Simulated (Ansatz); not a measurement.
**C3H9AlS: one species, many methods**

An exercise on one series of results from a longer session: the logs are not shown, and one member is left open.

Method: functionals in def2-TZVPP, the program's frozen cores in correlated methods; program: Ansatz 0.2.0, Gaussian basis.

Plan: LDA (SPW92), PBE-D4, revPBE-D4, BLYP-D4, r2SCAN-D4, B97M-V, PBE0-D4, B3LYP-D4, r2SCANh-D4, r2SCAN0-D4, HSE06-D4, BHLYP-D4, CAM-B3LYP-D4, LC-ωPBE, ωB97X-V, ωB97M-V, B2PLYP, PBE-QIDH; CCSD(T)/def2-SVP; CCSD(T)/def2-TZVPP; MP2/def2-QZVPP; extrapolation to the limit; RPA on PBE.

**Structure used throughout**

All runs share one geometry, relaxed beforehand with PBE0-D4 in a triple-zeta def2 set.

SMILES `[CH3][Al]([CH3])[CH2]S`, 14 atoms, charge 0, spin multiplicity 1.

Atoms are counted from 1 here; the program's logs count them from 0.

Bond lengths: C1–Al2 1.956 Å, C1–H6 1.096 Å, C1–H7 1.094 Å, C1–H8 1.094 Å, Al2–C3 1.959 Å, Al2–C4 1.962 Å, C3–H9 1.096 Å, C3–H10 1.094 Å, C3–H11 1.094 Å, C4–S5 1.858 Å, C4–H12 1.087 Å, C4–H13 1.091 Å, S5–H14 1.344 Å. Angles: Al2–C1–H6 110.8°, Al2–C1–H7 112.2°, Al2–C1–H8 111.9°, H6–C1–H7 107.1°, H6–C1–H8 106.8°, H7–C1–H8 107.7°, C1–Al2–C3 123.7°, C1–Al2–C4 117.8°, C3–Al2–C4 118.3°, Al2–C3–H9 110.4°, Al2–C3–H10 112.0°, Al2–C3–H11 112.9°, H9–C3–H10 106.6°, H9–C3–H11 106.9°, H10–C3–H11 107.8°, Al2–C4–S5 82.5°, Al2–C4–H12 127.3°, Al2–C4–H13 116.9° and more.

Geometry (Å):

```xyz
14
charge 0, multiplicity 1
C    -1.5059    1.3431    0.6205
Al   -0.0113    0.1611    0.1802
C     0.6010   -1.2959    1.3384
C     1.0096    0.5431   -1.4516
S    -0.1575   -0.7050   -2.1815
H    -1.2131    2.0735    1.3830
H    -1.8560    1.9072   -0.2484
H    -2.3587    0.7892    1.0233
H     1.0225   -0.8942    2.2667
H    -0.2185   -1.9598    1.6290
H     1.3792   -1.9094    0.8748
H     2.0351    0.2544   -1.6695
H     0.7757    1.4711   -1.9747
H     0.4851   -1.8076   -1.7615
```

Set-up of the first run:

Contents of in.yaml:

```yaml
crystal:
  periodic: [false, false, false]
  atoms:
    - {symbol: C, position_ang: [-1.505860, 1.343145, 0.620538]}
    - {symbol: Al, position_ang: [-0.011340, 0.161074, 0.180194]}
    - {symbol: C, position_ang: [0.601046, -1.295856, 1.338400]}
    - {symbol: C, position_ang: [1.009584, 0.543064, -1.451600]}
    - {symbol: S, position_ang: [-0.157490, -0.704982, -2.181536]}
    - {symbol: H, position_ang: [-1.213112, 2.073500, 1.382992]}
    - {symbol: H, position_ang: [-1.855988, 1.907206, -0.248418]}
    - {symbol: H, position_ang: [-2.358672, 0.789168, 1.023339]}
    - {symbol: H, position_ang: [1.022462, -0.894210, 2.266735]}
    - {symbol: H, position_ang: [-0.218529, -1.959844, 1.628983]}
    - {symbol: H, position_ang: [1.379185, -1.909366, 0.874799]}
    - {symbol: H, position_ang: [2.035100, 0.254444, -1.669472]}
    - {symbol: H, position_ang: [0.775746, 1.471082, -1.974698]}
    - {symbol: H, position_ang: [0.485066, -1.807624, -1.761455]}
basis:
  gaussian: {orbitals: def2-TZVPP}
hamiltonian: {xc: lda}
output: {orbitals: {seedname: orbitals}}
```

Among the steps run: LDA; PBE-D4 (GGA); revPBE-D4 (GGA); BLYP-D4 (GGA); r2SCAN-D4 (meta-GGA); B97M-V (meta-GGA); PBE0-D4 (hybrid); B3LYP-D4 (hybrid); r2SCANh-D4 (hybrid); r2SCAN0-D4 (hybrid); HSE06-D4 (hybrid); BHLYP-D4 (hybrid); CAM-B3LYP-D4 (range-separated); LC-ωPBE (range-separated); ωB97X-V (range-separated); ωB97M-V (range-separated); B2PLYP (double hybrid); PBE-QIDH (double hybrid).

One of the session's tables, all rows but one given; the rest of the session is left out.

It belongs to the step «Frontier levels by functional». 

| functional | HOMO (eV) | gap (eV) |
| --- | --- | --- |
| LDA (SPW92) | -5.76 | 4.63 |
| PBE-D4 | -5.65 | 4.68 |
| revPBE-D4 | -5.60 | 4.71 |
| BLYP-D4 | -5.51 | 4.63 |
| r2SCAN-D4 | -5.88 | 5.25 |
| B97M-V | ? | ? |
| PBE0-D4 | -6.82 | 6.75 |
| B3LYP-D4 | -6.62 | 6.28 |
| r2SCANh-D4 | -6.32 | 6.01 |
| r2SCAN0-D4 | -6.98 | 7.13 |
| HSE06-D4 | -6.42 | 5.98 |
| BHLYP-D4 | -7.90 | 8.59 |
| CAM-B3LYP-D4 | -8.15 | 8.98 |
| LC-ωPBE | -9.49 | 11.52 |
| ωB97X-V | -9.15 | 10.98 |
| ωB97M-V | -9.00 | 10.47 |

Estimate the missing values for B97M-V.

The run gave: HOMO (eV): -5.94; gap (eV): 5.16. In the column «HOMO (eV)» it lies between r2SCANh-D4 (-6.32) and r2SCAN-D4 (-5.88).
